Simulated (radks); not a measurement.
**Excited configurations of Nb²⁺**

Aim: excitation energies and quantum defects of the outer electron of Nb²⁺, by total-energy differences.

Program: radks (a radial shooting solver on a logarithmic mesh, Libxc functionals) version 1. Level of theory: scalar-relativistic Kohn-Sham, PBE, spin-polarised, spherical densities, point nucleus; open shells are filled with parallel spins first. These are calculated values, not measurements, unless marked.

### Step 1. What is computed

```
element       : niobium (Z = 41)
charge        : +2
electrons     : 39
configuration : [Kr] 4d3
```

The outer shells:

Nb²⁺
```
[Kr] core
4d [↑ ][↑ ][↑ ][  ][  ]
```

### Step 2. Ground configuration: [Kr] 4d3

Input:

```text
Z 41
configuration [Kr] 4d3
relativity scalar-relativistic
functional pbe,pbe
spin polarised
nucleus point
c 137.035999084
```

### Step 3. The ion: [Kr] 4d2

Input:

```text
Z 41
configuration [Kr] 4d2
relativity scalar-relativistic
functional pbe,pbe
spin polarised
nucleus point
c 137.035999084
```

### Step 4. Outer electron in 4f: [Kr] 4d2 4f1

Input:

```text
Z 41
configuration [Kr] 4d2 4f1
relativity scalar-relativistic
functional pbe,pbe
spin polarised
nucleus point
c 137.035999084
```

### Step 5. Outer electron in 5s: [Kr] 4d2 5s1

Input:

```text
Z 41
configuration [Kr] 4d2 5s1
relativity scalar-relativistic
functional pbe,pbe
spin polarised
nucleus point
c 137.035999084
```

### Step 6. Outer electron in 5d: [Kr] 4d2 5d1

Input:

```text
Z 41
configuration [Kr] 4d2 5d1
relativity scalar-relativistic
functional pbe,pbe
spin polarised
nucleus point
c 137.035999084
```

### Step 7. Outer electron in 5f: [Kr] 4d2 5f1

Input:

```text
Z 41
configuration [Kr] 4d2 5f1
relativity scalar-relativistic
functional pbe,pbe
spin polarised
nucleus point
c 137.035999084
```

### Step 8. Outer electron in 6p: [Kr] 4d2 6p1

Input:

```text
Z 41
configuration [Kr] 4d2 6p1
relativity scalar-relativistic
functional pbe,pbe
spin polarised
nucleus point
c 137.035999084
```

### Step 9. Outer electron in 7s: [Kr] 4d2 7s1

Input:

```text
Z 41
configuration [Kr] 4d2 7s1
relativity scalar-relativistic
functional pbe,pbe
spin polarised
nucleus point
c 137.035999084
```

### Step 10. Outer electron in 7p: [Kr] 4d2 7p1

Input:

```text
Z 41
configuration [Kr] 4d2 7p1
relativity scalar-relativistic
functional pbe,pbe
spin polarised
nucleus point
c 137.035999084
```

### Step 11. Outer electron in 7d: [Kr] 4d2 7d1

Input:

```text
Z 41
configuration [Kr] 4d2 7d1
relativity scalar-relativistic
functional pbe,pbe
spin polarised
nucleus point
c 137.035999084
```

### Step 12. Outer electron in 7f: [Kr] 4d2 7f1

Input:

```text
Z 41
configuration [Kr] 4d2 7f1
relativity scalar-relativistic
functional pbe,pbe
spin polarised
nucleus point
c 137.035999084
```

Q: Predict the outcome of this session. Wanted: for each run, outer orbital; excitation; binding; n*; quantum defect; <r>.

As calculated:

```tsv
outer orbital	excitation (eV)	binding (eV)	n*	quantum defect	<r> (bohr)
4f	17.088	8.465	3.803	0.197	5.128
5s	3.045	22.508	2.332	2.668	2.928
5d	14.696	10.857	3.358	1.642	4.930
5f	19.774	5.779	4.603	0.397	8.863
6p	16.269	9.284	3.632	2.368	6.615
7s	18.861	6.692	4.278	2.722	9.534
7p	19.733	5.820	4.587	2.413	10.67
7d	21.064	4.489	5.223	1.777	13.34
7f	22.556	2.997	6.392	0.608	19.34
```

In words: Binding is E(ion) − E, and n* = 3/√(2·binding) in atomic units. The Δ-SCF energy to the ion that was run is 25.553 eV (NIST's first ionisation energy, to the ion's ground state: 25.040 eV, semi-empirical). Mean quantum defects: f 0.40, s 2.69, d 1.71, p 2.39. They fall with l, since high-l orbitals stay out of the core. Self-interaction in the functional shifts them, so they are the method's values and not measured ones. Open shells are spherical and high-spin; term and fine-structure splittings are not resolved.
